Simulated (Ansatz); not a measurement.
# B8H13: the cost of one run

Program: Ansatz 0.2.0, Gaussian basis. Level of theory: RKS PBE0-D4/def2-TZVPD. These are calculated values, not measurements.

The runs, in order: a single point at PBE0-D4/def2-TZVPD.

2 further runs of the same task are left out: 2 set aside as unsound or not needed.

## (1) The structure

The geometry is that of the singlet, from an earlier relaxation (r2SCAN-D4/def2-SVPD). At that level it is the lowest of the isomers that a small search found.

21 atoms, charge -1, spin multiplicity 1.

Atoms are counted from 1 here; the program's logs count them from 0.

Bond lengths: B1–B2 1.829 Å, B1–B5 1.786 Å, B1–B6 1.801 Å, B1–B8 1.854 Å, B1–H13 1.209 Å, B2–B7 1.849 Å, B2–B8 1.721 Å, B2–H11 1.204 Å, B2–H17 1.293 Å, B2–H20 1.282 Å, B3–B4 1.734 Å, B3–B5 1.756 Å, B3–B8 1.781 Å, B3–H16 1.204 Å, B3–H18 1.344 Å, B4–B5 1.684 Å, B4–B6 1.771 Å, B4–H12 1.204 Å and more. Angles: B2–B1–B5 111.9°, B2–B1–B6 124.8°, B2–B1–B8 55.7°, B2–B1–H13 109.2°, B5–B1–B6 59.0°, B5–B1–B8 58.9°, B5–B1–H13 118.7°, B6–B1–B8 105.3°, B6–B1–H13 122.7°, B8–B1–H13 121.0°, B1–B2–B7 105.7°, B1–B2–B8 62.9°, B1–B2–H11 120.8°, B1–B2–H17 49.9°, B1–B2–H20 125.1°, B7–B2–B8 60.2°, B7–B2–H11 126.0°, B7–B2–H17 115.4° and more.

The ion is computed in the gas phase, without counter-ions or solvent.

Bonds by kind at the end (by distance):

```
bond  count  shortest (Å)  longest (Å)
 B–B     14         1.684        1.854
 B–H     14         1.204        1.344
```

## (2) Single point, PBE0-D4/def2-TZVPD

start.molden holds the orbitals of an earlier run on this state, given as this run's starting guess.

in.yaml reads:

```yaml
crystal:
  periodic: [false, false, false]
  atoms:
    - {symbol: B, position_ang: [0.126559, -1.437426, 0.308456]}
    - {symbol: B, position_ang: [0.309843, -0.401581, 1.804605]}
    - {symbol: B, position_ang: [0.384913, 1.188593, -0.872684]}
    - {symbol: B, position_ang: [-0.761612, 0.325982, -1.846275]}
    - {symbol: B, position_ang: [0.523178, -0.534523, -1.180185]}
    - {symbol: B, position_ang: [-1.108679, -1.177194, -0.976608]}
    - {symbol: B, position_ang: [0.088147, 1.343042, 1.235092]}
    - {symbol: B, position_ang: [1.101160, 0.138456, 0.374387]}
    - {symbol: H, position_ang: [-1.019397, 1.756285, 0.963799]}
    - {symbol: H, position_ang: [-1.504172, -2.134424, -1.607548]}
    - {symbol: H, position_ang: [0.995361, -0.763429, 2.725671]}
    - {symbol: H, position_ang: [-1.088256, 0.650033, -2.959377]}
    - {symbol: H, position_ang: [0.657456, -2.506914, 0.497595]}
    - {symbol: H, position_ang: [2.294954, 0.256709, 0.503480]}
    - {symbol: H, position_ang: [1.314648, -1.096244, -1.893868]}
    - {symbol: H, position_ang: [0.955799, 2.177992, -1.254305]}
    - {symbol: H, position_ang: [-0.633749, -1.218253, 1.467218]}
    - {symbol: H, position_ang: [-0.934117, 1.374861, -1.049360]}
    - {symbol: H, position_ang: [0.755990, 2.132650, 1.866242]}
    - {symbol: H, position_ang: [-0.533840, 0.479740, 2.198710]}
    - {symbol: H, position_ang: [-1.924195, -0.554345, -0.305023]}
basis:
  gaussian: {orbitals: def2-TZVPD, initial_orbitals: start.molden}
total_charge: -1
hamiltonian: {xc: pbe0, dispersion: d4}
scf: {omitted_lower_state_checks: [starts]}
output: {orbitals: {seedname: orbitals}}
```

Started as:

```console
> ansatz run in.yaml --threads 4 --pin off --events-out ev --progress --plain --max-ram 4787MiB
```

Q: Estimate wall time and peak memory on 4 threads of Arm Neoverse V1, shared host.

About 21 s, with a peak of 1.3 GiB.
